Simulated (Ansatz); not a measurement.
# Be3Te4Ir: the cost of one run

Computed with Ansatz 0.2.0 (DFT PBE, scalar-relativistic, plane waves, PAW, unless a step's input says otherwise).

**1. The starting structure**

Symmetry: P-43m, No. 215, cubic system. The conventional cell has a = 5.777 Å, b = 5.777 Å, c = 5.777 Å, α = 90.00°, β = 90.00°, γ = 90.00°. Be (site symmetry -42m) is surrounded by 4 Te at 2.46 Å. Te (site symmetry 3m) is surrounded by 1 Ir at 2.35 Å and 3 Be at 2.46 Å. Ir (site symmetry -43m) is surrounded by 4 Te at 2.35 Å.

Structure file:

```
Be Te Ir
1.0
     5.77692    0.00000    0.00000
     0.00000    5.77692    0.00000
     0.00000    0.00000    5.77692
Be Te Ir
3 4 1
Direct
  0.50000 0.00000 0.00000
  0.00000 0.50000 0.00000
  0.00000 0.00000 0.50000
  0.23500 0.23500 0.23500
  0.23500 0.76500 0.76500
  0.76500 0.76500 0.23500
  0.76500 0.23500 0.76500
  0.00000 0.00000 0.00000
```

(A quick probe on a coarse mesh, which set the mesh and smearing, is not shown.)

**3. Coarse relaxation**

input.yaml reads:

```yaml
crystal:
  lattice:
    - [5.7769242013, 0.0, 0.0]
    - [0.0, 5.7769242013, 0.0]
    - [0.0, 0.0, 5.7769242013]
  atoms:
    - { symbol: Be, position: [0.5, 0.0, 0.0] }
    - { symbol: Be, position: [0.0, 0.5, 0.0] }
    - { symbol: Be, position: [0.0, 0.0, 0.5] }
    - { symbol: Te, position: [0.235, 0.235, 0.235] }
    - { symbol: Te, position: [0.235, 0.765, 0.765] }
    - { symbol: Te, position: [0.765, 0.765, 0.235] }
    - { symbol: Te, position: [0.765, 0.235, 0.765] }
    - { symbol: Ir, position: [0.0, 0.0, 0.0] }
basis:
  ecutwfc: 420
kpoints:
  mp_grid: { grid: [4, 4, 4] }
hamiltonian:
  xc: pbe
scf:
  occupations: { method: gaussian, width: 0.1 }
  lower_state_search: "off"
output:
  forces: true
  stress: true
  eigenvalues: true
relax:
  adjacent_minimum: "off"
  f_tol: 0.04
  max_steps: 70
  cell: { stress_tol: 0.4 }
```

Command:

```sh
$ ansatz run input.yaml --threads 1 --pin off --max-ram 2560MiB --backend cpu --events-out ev --progress --plain --runs-dir out
```

**Question.** How long does this run take on 1 thread of Arm Neoverse N1, shared host, and how much memory does it need?

About 88 s, with a peak of 0.45 GiB.
